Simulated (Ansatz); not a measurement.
Predict the output of the script below (the Ansatz DFT code, driven from Python).

`methods.py`:
```python
from dataclasses import dataclass
from pathlib import Path

import ansatz
import numpy as np


@dataclass(frozen=True)
class Settings:
    basis: str = 'def2-SVP'


opts = Settings()


def main() -> None:
    geometry_ang = [
        ('C', (-1.1143, -0.1584, 0.7324)),
        ('C', (0.1485, -0.0177, -0.012)),
        ('N', (0.8853, 1.1044, 0.2537)),
        ('C', (0.5887, -0.9714, -0.8737)),
        ('Br', (2.0889, -1.0208, -1.8774)),
        ('H', (-1.8034, 0.7536, 0.4652)),
        ('H', (-0.968, -0.1079, 1.8068)),
        ('H', (-1.6716, -1.0117, 0.4646)),
        ('H', (0.3766, 1.9568, 0.5)),
        ('H', (1.6529, 1.2642, -0.3995)),
        ('H', (-0.1183, -1.8481, -1.0394)),
    ]
    c3h6brn = ansatz.Crystal.molecule()
    for symbol, xyz in geometry_ang:
        c3h6brn = c3h6brn.atom(symbol, xyz)

    calculation = c3h6brn.calculation().basis(gaussian=opts.basis)

    print('functional    E (Ha)        dipole (D)   HOMO (eV)  LUMO (eV)')
    for name in ['pbe', 'r2scan0', 'lc_wpbe', 'b3lyp', 'hf']:
        summary = calculation.functional(name).forces().orbitals().run(threads=1, pin='off', runs_dir='runs').report
        lines = Path(summary['orbitals_path']).read_text().splitlines()
        field_of = lambda key: [line.split('=')[1].strip() for line in lines if line.startswith(key)]
        orbitals = [(27.211386 * float(e), s, float(n)) for e, s, n in zip(field_of('Ene='), field_of('Spin='), field_of('Occup='))]
        homo = max(e for e, _, n in orbitals if n > 0.5)
        lumo = min(e for e, _, n in orbitals if n < 0.5)
        dipole = 4.803205 * np.linalg.norm(summary['charge_distribution']['dipole_moment_e_ang'])
        print(f'{name:10s} {summary["free_energy_ev"] / 27.211386246:14.6f} {dipole:9.3f} {homo:11.3f} {lumo:10.3f}')


if __name__ == '__main__':
    main()
```

`python methods.py` gives:
```text
functional    E (Ha)        dipole (D)   HOMO (eV)  LUMO (eV)
pbe          -2745.765319     2.406      -4.396     -0.073
r2scan0      -2746.241316     2.659      -5.736      0.945
lc_wpbe      -2745.912285     2.691      -8.150      3.055
b3lyp        -2746.402631     2.434      -5.308      0.624
hf           -2743.488522     2.840      -8.101      4.287
```

Caveats:
- These settings explore the input space; basis and method may be short of convergence.
- The geometry is a force-field or estimated start, not a minimum of this method, and the basis set is short of its limit. A lower total doesn't mark the better method: functionals have no common bound, and MP2 and coupled cluster aren't variational.
- b3lyp holds the VWN-RPA fit, as in Gaussian; the form of ORCA and Turbomole is b3lyp5.
- Levels such as HOMO and LUMO are orbital energies: with these approximate functionals they aren't the ionisation energy and electron affinity, and their gap isn't the fundamental gap.
- Wall time of the script: 16 s on 1 thread of Intel(R) Xeon(R) 6975P-C (Granite Rapids), on a shared host, peak memory 0.37 GiB.

(Lines on the test bed's own set-up are left out of the output.)
